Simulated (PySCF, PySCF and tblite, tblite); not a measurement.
# C₅H₉NO: a path driven as rotation about a bond, and NMR exchange

How fast is rotation about a bond in C₅H₉NO (`C=CN(C)C(C)=O`), and when do the exchanging lines merge?

Programs: PySCF 2.14.0 with density-fitted response routines of our own, and tblite 0.8.0. All values are computed, except where a source is named. Atoms count from 0 throughout.

## 1. The starting structure

16 atoms, charge 0, multiplicity 1; geometry from: force field or distance geometry start.

Bonds of the start (Å): C0–C1 1.35, C0–H7 1.08, C0–H8 1.08, C1–H9 1.07, C1–N2 1.39, C3–H10 1.10, C3–H11 1.10, C3–H12 1.10, C4–C5 1.52, C4–O6 1.22, C5–H13 1.10, C5–H14 1.09, C5–H15 1.08, N2–C3 1.44, N2–C4 1.41.

## 2. GFN2-xTB relaxation, start minimum

What the job is given:

```
{"job": {"xc": "GFN2-xTB", "basis": "xTB", "kind": "relax"}, "charge": 0, "multiplicity": 1}
C      2.233200     0.450100    -0.467900
C      0.882800     0.501300    -0.521400
N      0.030800    -0.266100     0.270700
C      0.569000    -1.201800     1.230000
C     -1.379200    -0.186000     0.194700
C     -1.977000     0.785100    -0.810400
O     -2.132900    -0.861700     0.881800
H      2.787400    -0.191100     0.202800
H      2.815500     1.088200    -1.120800
H      0.435000     1.186300    -1.215800
H     -0.212000    -1.746600     1.786400
H      1.176400    -1.954800     0.715500
H      1.175200    -0.664500     1.977200
H     -1.668800     1.808500    -0.569900
H     -3.067400     0.741800    -0.751600
H     -1.675800     0.520200    -1.812600
```

The run is started by

```
$ OMP_NUM_THREADS=1 python ens_run.py task.json out
```

The driver reads the study from task.json and runs its stages one after another.

Log:

```text
step      E/eV     max force
  0    -605.89817    1.896
  1    -605.95801    1.260
  2    -605.98311    0.433
  3    -606.00107    0.512
  4    -606.01653    0.500
  5    -606.02168    0.284
  6    -606.02647    0.198
  7    -606.02953    0.123
  8    -606.03044    0.064
  9    -606.03091    0.055
 10    -606.03120    0.056
 11    -606.03150    0.049
 12    -606.03178    0.041
 13    -606.03198    0.034
 14    -606.03209    0.031
 15    -606.03217    0.025
 16    -606.03224    0.021
 17    -606.03228    0.016
 18    -606.03230    0.012
 19    -606.03232    0.013
 20    -606.03233    0.011
 21    -606.03234    0.008
 22    -606.03235    0.005
 23    -606.03235    0.006
 24    -606.03236    0.004
 25    -606.03236    0.005
 26    -606.03237    0.005
 27    -606.03237    0.006
 28    -606.03237    0.005
 29    -606.03238    0.004
 30    -606.03238    0.004
 31    -606.03238    0.002
```

It took 0.12 s on 1 thread of Intel Xeon 6975P-C, shared host.

Gain 0.134 eV; displacement 0.04 Å root mean square.

## 3. Relaxed scan, rotation

What the job is given:

```
{"job": {"xc": "GFN2-xTB", "basis": "xTB", "coordinate": [["t", [0, 1, 2, 3], 0.25], ["t", [0, 1, 2, 4], 0.25], ["t", [9, 1, 2, 3], 0.25], ["t", [9, 1, 2, 4], 0.25]], "kind": "drive"}, "charge": 0, "multiplicity": 1}
C      2.200634     0.438802    -0.451413
C      0.874819     0.491061    -0.506073
N      0.005340    -0.260982     0.266929
C      0.575755    -1.190822     1.220811
C     -1.362826    -0.185719     0.191453
C     -1.954069     0.786406    -0.804528
O     -2.068324    -0.875458     0.899492
H      2.748182    -0.204594     0.211428
H      2.786553     1.066592    -1.097141
H      0.400314     1.165183    -1.200202
H     -0.246280    -1.689998     1.730159
H      1.189011    -1.931713     0.706197
H      1.185976    -0.657143     1.950674
H     -1.650393     1.806727    -0.580986
H     -3.036153     0.717268    -0.728550
H     -1.656138     0.533333    -1.819663
```

Log:

```text
point  coordinate     E/eV
  0    104.700     -606.01954
  1    119.400     -605.98246
  2    134.300     -605.92086
  3    149.300     -605.85121
  4    164.600     -605.80575
  5    179.900     -605.79110
  6    195.100     -605.80850
  7    210.200     -605.84921
  8    225.100     -605.88081
  9    239.800     -605.88576
 10    254.600     -605.86300
 11    269.900     -605.84232
```

Wall time 2.1 s (1 thread of Intel Xeon 6975P-C, shared host).

The highest point is number 5, 5.3 kcal/mol above the first.

## 4. Nudged elastic band, leg 1

Changed since step 3:

```diff
@@ -1,2 +1,2 @@
-{"job": {"xc": "GFN2-xTB", "basis": "xTB", "coordinate": [["t", [0, 1, 2, 3], 0.25], ["t", [0, 1, 2, 4], 0.25], ["t", [9, 1, 2, 3], 0.25], ["t", [9, 1, 2, 4], 0.25]], "kind": "drive"}, "charge": 0, "multiplicity": 1}
+{"job": {"xc": "GFN2-xTB", "basis": "xTB", "kind": "neb"}, "charge": 0, "multiplicity": 1}
 C      2.200634     0.438802    -0.451413
```

Log:

```text
image   E - E0 / eV
  0       0.0000
  1       0.0446
  2       0.1503
  3       0.2255
  4       0.2281
  5       0.1768
  6       0.1418
```

It took 0.96 s on 1 thread of Intel Xeon 6975P-C, shared host; peak memory 0.2 GiB.

The highest point is number 4, 5.3 kcal/mol above the first.

## 5. Saddle search, leg 1

What the job is given:

```
{"job": {"xc": "GFN2-xTB", "basis": "xTB", "kind": "saddle"}, "charge": 0, "multiplicity": 1}
C      1.670055     0.440632    -1.115632
C      0.991826     0.667323    -0.005825
N      0.039552    -0.232687     0.520609
C      0.492402    -1.013646     1.651892
C     -1.237003    -0.363258     0.073840
C     -1.634931     0.593610    -1.028066
O     -2.004229    -1.171397     0.555671
H      1.507769    -0.448671    -1.700431
H      2.405039     1.136397    -1.478054
H      1.177861     1.548236     0.601869
H     -0.365148    -1.557531     2.044649
H      1.262380    -1.723945     1.342275
H      0.903300    -0.356788     2.421231
H     -1.487204     1.621248    -0.702167
H     -2.683595     0.432026    -1.261595
H     -1.038073     0.428451    -1.920266
```

Log:

```text
step      E/eV     max force
  0    -605.80426   0.0336
  1    -605.79976   0.0875
  2    -605.80298   0.0339
  3    -605.80187   0.0233
  4    -605.79922   0.0548
  5    -605.80106   0.0311
  6    -605.80018   0.0197
  7    -605.79887   0.0227
  8    -605.79745   0.0282
  9    -605.79649   0.0347
 10    -605.79558   0.0329
 11    -605.79477   0.0208
 12    -605.79440   0.0467
 13    -605.79455   0.0088
 14    -605.79448   0.0103
 15    -605.79448   0.0000
lowest wavenumbers (cm-1): -113.8 100.2 128.0 142.2 161.9 233.3
```

It took 2.3 s on 1 thread of Intel Xeon 6975P-C, shared host; peak memory 0.2 GiB.

Point group C1; 1 imaginary mode, 114i cm⁻¹, carried by C0, H7, H9, C1. Steps downhill from it reached both ends.

## 6. Saddle search, other pyramid

What the job is given:

```
{"job": {"xc": "GFN2-xTB", "basis": "xTB", "kind": "saddle"}, "charge": 0, "multiplicity": 1}
C      1.751187     0.395373    -1.045710
C      0.940379     0.696628    -0.049379
N      0.022423    -0.228983     0.501991
C     -1.297898    -0.242268    -0.090389
C      0.345640    -1.122348     1.472336
C      1.770320    -1.022195     1.970843
O     -0.454492    -1.927971     1.901505
H      1.731262    -0.575526    -1.511954
H      2.458733     1.107339    -1.431473
H      0.963777     1.672618     0.428317
H     -1.871782    -1.022750     0.406671
H     -1.789194     0.722480     0.050120
H     -1.235291    -0.457768    -1.159778
H      2.470611    -1.120337     1.144176
H      1.944780    -1.815286     2.692341
H      1.932804    -0.058708     2.448444
```

Log:

```text
step      E/eV     max force
  0    -605.78118   0.2615
  1    -605.79170   0.1254
  2    -605.79324   0.0441
  3    -605.79333   0.1168
  4    -605.79398   0.0212
  5    -605.79428   0.0783
  6    -605.79424   0.0100
  7    -605.79442   0.0286
  8    -605.79436   0.0037
lowest wavenumbers (cm-1): -113.8 100.1 129.1 143.5 162.8 232.4
```

It took 2 s on 1 thread of Intel Xeon 6975P-C, shared host; peak memory 0.2 GiB.

Point group C1; 1 imaginary mode, 114i cm⁻¹, carried by C0, H7, H9, C1. It was not shown to link both ends.

## 7. Shieldings, start: PBE0/pcSseg-1

What the job is given:

```
{"job": {"kind": "nmr", "xc": "PBE0", "basis": "pcSseg-1", "pop": false}, "charge": 0, "multiplicity": 1}
C      2.200634     0.438802    -0.451413
C      0.874819     0.491061    -0.506073
N      0.005340    -0.260982     0.266929
C      0.575755    -1.190822     1.220811
C     -1.362826    -0.185719     0.191453
C     -1.954069     0.786406    -0.804528
O     -2.068324    -0.875458     0.899492
H      2.748182    -0.204594     0.211428
H      2.786553     1.066592    -1.097141
H      0.400314     1.165183    -1.200202
H     -0.246280    -1.689998     1.730159
H      1.189011    -1.931713     0.706197
H      1.185976    -0.657143     1.950674
H     -1.650393     1.806727    -0.580986
H     -3.036153     0.717268    -0.728550
H     -1.656138     0.533333    -1.819663
```

Log:

```text
coarse grid: 13160 points
cycle   1  E = -325.2951213451  dE =  1.069e+00  |g| = 8.762e-01  |ddm| = 3.485e+00
cycle   2  E = -324.7634715522  dE =  5.316e-01  |g| = 1.863e+00  |ddm| = 2.371e+00
cycle   3  E = -325.4427688823  dE = -6.793e-01  |g| = 1.879e-01  |ddm| = 1.837e+00
cycle   4  E = -325.4504056882  dE = -7.637e-03  |g| = 7.012e-02  |ddm| = 1.964e-01
cycle   5  E = -325.4514411971  dE = -1.036e-03  |g| = 1.893e-02  |ddm| = 5.618e-02
cycle   6  E = -325.4515201338  dE = -7.894e-05  |g| = 4.954e-03  |ddm| = 1.732e-02
cycle   7  E = -325.4515251370  dE = -5.003e-06  |g| = 1.409e-03  |ddm| = 4.362e-03
final grid: 126592 points
cycle   8  E = -325.5021902235  dE = -2.776e-05  |g| = 1.300e-02  |ddm| = 3.115e-02
cycle   9  E = -325.5021030109  dE =  8.721e-05  |g| = 2.490e-02  |ddm| = 2.684e-02
cycle  10  E = -325.5022240778  dE = -1.211e-04  |g| = 2.717e-03  |ddm| = 1.907e-02
cycle  11  E = -325.5022256221  dE = -1.544e-06  |g| = 2.277e-04  |ddm| = 1.920e-03
cycle  12  E = -325.5022256292  dE = -7.020e-09  |g| = 1.567e-04  |ddm| = 3.714e-04
cycle  13  E = -325.5022256350  dE = -5.828e-09  |g| = 3.813e-05  |ddm| = 1.654e-04
cycle  14  E = -325.5022256353  dE = -3.247e-10  |g| = 1.214e-05  |ddm| = 3.515e-05
converged SCF energy = -325.5022256353

GIAO shielding tensors (ppm)
atom      isotropic    diamagn.    paramagn.     s11        s22        s33       span
  0 C       92.427     255.530    -163.103      9.238     95.873    172.170    162.932
  1 C       46.498     254.484    -207.986    -60.587     63.725    136.356    196.944
  2 N      102.774     335.403    -232.628     12.487    131.028    164.808    152.320
  3 C      158.662     247.570     -88.908    131.562    162.914    181.509     49.947
  4 C       16.744     247.211    -230.467    -74.202     33.961     90.473    164.675
  5 C      163.860     252.135     -88.275    147.686    157.563    186.330     38.644
  6 O     -130.791     400.343    -531.135   -485.039   -210.169    302.833    787.872
  7 H       27.352      32.417      -5.065     24.797     25.380     31.880      7.083
  8 H       27.363      29.845      -2.483     25.302     26.188     30.598      5.296
  9 H       24.757      33.967      -9.210     20.981     23.079     30.212      9.231
 10 H       26.553      31.101      -4.548     20.810     27.826     31.022     10.212
 11 H       29.481      31.073      -1.593     25.442     27.026     35.974     10.533
 12 H       29.479      31.069      -1.590     25.438     27.013     35.986     10.548
 13 H       29.551      30.650      -1.099     25.487     29.143     34.024      8.537
 14 H       29.470      28.204       1.265     25.173     28.233     35.003      9.830
 15 H       29.551      30.636      -1.085     25.498     29.124     34.030      8.532
```

It took 13 s on 1 thread of Intel Xeon 6975P-C, shared host; peak memory 0.75 GiB.

Key values: HOMO -6.62 eV, LUMO -0.23 eV; dipole 2.64 D.

## 8. Shieldings, saddle of leg 1: PBE0/pcSseg-1

What the job is given:

```
{"job": {"kind": "nmr", "xc": "PBE0", "basis": "pcSseg-1", "pop": false}, "charge": 0, "multiplicity": 1}
C      1.751187     0.395373    -1.045710
C      0.940379     0.696628    -0.049379
N      0.022423    -0.228983     0.501991
C      0.520122    -1.045181     1.588479
C     -1.276964    -0.319929     0.117983
C     -1.670119     0.620045    -1.000111
O     -2.050107    -1.100702     0.633800
H      1.731262    -0.575526    -1.511954
H      2.458733     1.107339    -1.431473
H      0.963777     1.672618     0.428317
H     -0.301925    -1.672272     1.929884
H      1.345464    -1.673098     1.247325
H      0.867721    -0.416054     2.411478
H     -1.446874     1.649426    -0.728165
H     -2.735094     0.515195    -1.186720
H     -1.119985     0.375120    -1.905745
```

Log:

```text
coarse grid: 13160 points
cycle   1  E = -325.2909314579  dE =  1.040e+00  |g| = 8.569e-01  |ddm| = 3.475e+00
cycle   2  E = -324.7616982990  dE =  5.292e-01  |g| = 1.839e+00  |ddm| = 2.504e+00
cycle   3  E = -325.4305004750  dE = -6.688e-01  |g| = 1.985e-01  |ddm| = 1.973e+00
cycle   4  E = -325.4389601671  dE = -8.460e-03  |g| = 7.414e-02  |ddm| = 2.133e-01
cycle   5  E = -325.4400694185  dE = -1.109e-03  |g| = 2.375e-02  |ddm| = 6.006e-02
cycle   6  E = -325.4401795229  dE = -1.101e-04  |g| = 6.301e-03  |ddm| = 1.784e-02
cycle   7  E = -325.4401874568  dE = -7.934e-06  |g| = 2.094e-03  |ddm| = 5.405e-03
final grid: 126592 points
cycle   8  E = -325.4906106902  dE = -2.195e-05  |g| = 1.329e-02  |ddm| = 3.212e-02
cycle   9  E = -325.4905266825  dE =  8.401e-05  |g| = 2.486e-02  |ddm| = 2.752e-02
cycle  10  E = -325.4906451891  dE = -1.185e-04  |g| = 2.866e-03  |ddm| = 1.977e-02
cycle  11  E = -325.4906468915  dE = -1.702e-06  |g| = 4.547e-04  |ddm| = 2.093e-03
cycle  12  E = -325.4906469354  dE = -4.394e-08  |g| = 1.758e-04  |ddm| = 4.777e-04
cycle  13  E = -325.4906469433  dE = -7.883e-09  |g| = 3.401e-05  |ddm| = 1.680e-04
cycle  14  E = -325.4906469435  dE = -2.449e-10  |g| = 1.094e-05  |ddm| = 3.754e-05
converged SCF energy = -325.4906469435

GIAO shielding tensors (ppm)
atom      isotropic    diamagn.    paramagn.     s11        s22        s33       span
  0 C       57.834     255.067    -197.234    -60.457     73.889    160.069    220.525
  1 C       36.663     255.198    -218.535    -86.281     65.304    130.964    217.245
  2 N      127.734     335.015    -207.281     31.598    139.177    212.427    180.828
  3 C      151.536     245.599     -94.063    122.591    148.639    183.377     60.786
  4 C       18.557     247.385    -228.828    -72.283     33.568     94.387    166.671
  5 C      160.836     251.880     -91.044    141.872    159.161    181.476     39.604
  6 O      -84.604     400.557    -485.161   -390.992   -183.127    320.307    711.299
  7 H       26.020      32.354      -6.334     21.430     26.015     30.616      9.186
  8 H       26.105      29.839      -3.734     23.169     25.975     29.171      6.002
  9 H       24.969      32.105      -7.136     23.266     24.728     26.912      3.645
 10 H       26.810      30.531      -3.721     22.046     27.138     31.244      9.198
 11 H       29.452      30.180      -0.728     24.271     28.287     35.799     11.527
 12 H       29.297      29.511      -0.214     24.607     27.514     35.770     11.163
 13 H       30.098      30.816      -0.718     25.871     30.233     34.191      8.320
 14 H       29.908      28.593       1.315     25.826     28.224     35.675      9.850
 15 H       29.493      31.117      -1.624     24.949     30.151     33.378      8.429
```

Wall time 13 s (1 thread of Intel Xeon 6975P-C, shared host); peak memory 0.82 GiB.

In short: HOMO -7.09 eV, LUMO -0.41 eV; dipole 3.84 D.

## 9. Shieldings, end: PBE0/pcSseg-1

What the job is given:

```
{"job": {"kind": "nmr", "xc": "PBE0", "basis": "pcSseg-1", "pop": false}, "charge": 0, "multiplicity": 1}
C      1.477022     0.721631    -1.211143
C      1.141081     0.520815     0.054923
N      0.102200    -0.264088     0.551742
C      0.404962    -0.950713     1.794599
C     -1.156092    -0.413810     0.030469
C     -1.537816     0.454840    -1.142917
O     -1.948788    -1.186785     0.530817
H      0.957485     0.276777    -2.038871
H      2.313701     1.352107    -1.451686
H      1.745603     0.954591     0.844843
H     -0.489104    -1.485243     2.109990
H      1.218557    -1.663174     1.648525
H      0.691904    -0.231522     2.564534
H     -1.025390     1.411932    -1.126275
H     -2.614386     0.604859    -1.103122
H     -1.310041    -0.060539    -2.073349
```

Log:

```text
coarse grid: 13160 points
cycle   1  E = -325.2884294812  dE =  1.059e+00  |g| = 8.691e-01  |ddm| = 3.462e+00
cycle   2  E = -324.7635700003  dE =  5.249e-01  |g| = 1.845e+00  |ddm| = 2.368e+00
cycle   3  E = -325.4331419502  dE = -6.696e-01  |g| = 1.922e-01  |ddm| = 1.846e+00
cycle   4  E = -325.4411850737  dE = -8.043e-03  |g| = 6.805e-02  |ddm| = 2.024e-01
cycle   5  E = -325.4421739454  dE = -9.889e-04  |g| = 1.699e-02  |ddm| = 5.240e-02
cycle   6  E = -325.4422311958  dE = -5.725e-05  |g| = 4.974e-03  |ddm| = 1.312e-02
cycle   7  E = -325.4422358381  dE = -4.642e-06  |g| = 1.241e-03  |ddm| = 3.640e-03
final grid: 126592 points
cycle   8  E = -325.4939598248  dE = -3.697e-05  |g| = 1.304e-02  |ddm| = 3.524e-02
cycle   9  E = -325.4938809823  dE =  7.884e-05  |g| = 2.416e-02  |ddm| = 2.620e-02
cycle  10  E = -325.4939934965  dE = -1.125e-04  |g| = 2.955e-03  |ddm| = 1.878e-02
cycle  11  E = -325.4939952767  dE = -1.780e-06  |g| = 3.821e-04  |ddm| = 2.099e-03
cycle  12  E = -325.4939952992  dE = -2.251e-08  |g| = 2.362e-04  |ddm| = 5.172e-04
cycle  13  E = -325.4939953128  dE = -1.355e-08  |g| = 4.049e-05  |ddm| = 2.199e-04
cycle  14  E = -325.4939953132  dE = -3.616e-10  |g| = 1.312e-05  |ddm| = 4.393e-05
converged SCF energy = -325.4939953132

GIAO shielding tensors (ppm)
atom      isotropic    diamagn.    paramagn.     s11        s22        s33       span
  0 C       77.139     255.680    -178.542    -25.592     90.113    166.895    192.487
  1 C       41.915     253.939    -212.025    -71.414     71.937    125.221    196.635
  2 N      110.412     334.329    -223.917     10.500    142.258    178.480    167.980
  3 C      152.501     245.837     -93.336    127.851    144.665    184.987     57.136
  4 C       15.904     247.931    -232.026    -75.590     29.334     93.969    169.559
  5 C      162.721     251.714     -88.993    147.766    157.628    182.769     35.003
  6 O     -120.656     400.673    -521.330   -467.570   -213.096    318.697    786.267
  7 H       26.914      33.142      -6.228     23.611     25.908     31.225      7.614
  8 H       26.640      29.636      -2.995     24.600     25.909     29.411      4.811
  9 H       25.324      31.922      -6.598     22.333     24.872     28.766      6.434
 10 H       26.679      30.538      -3.859     21.460     27.672     30.904      9.444
 11 H       29.361      29.591      -0.230     24.771     27.391     35.922     11.150
 12 H       29.405      29.807      -0.402     24.963     27.658     35.595     10.633
 13 H       29.109      31.811      -2.702     24.328     30.722     32.276      7.948
 14 H       29.625      28.830       0.795     25.529     28.085     35.261      9.732
 15 H       29.585      30.427      -0.842     25.970     28.241     34.544      8.574
```

Run time: 13 s. Hardware: 1 thread of Intel Xeon 6975P-C, shared host; peak memory 0.71 GiB.

This run: HOMO -6.73 eV, LUMO -0.26 eV; dipole 3.11 D.

(Part 1 of 2 ends here.)
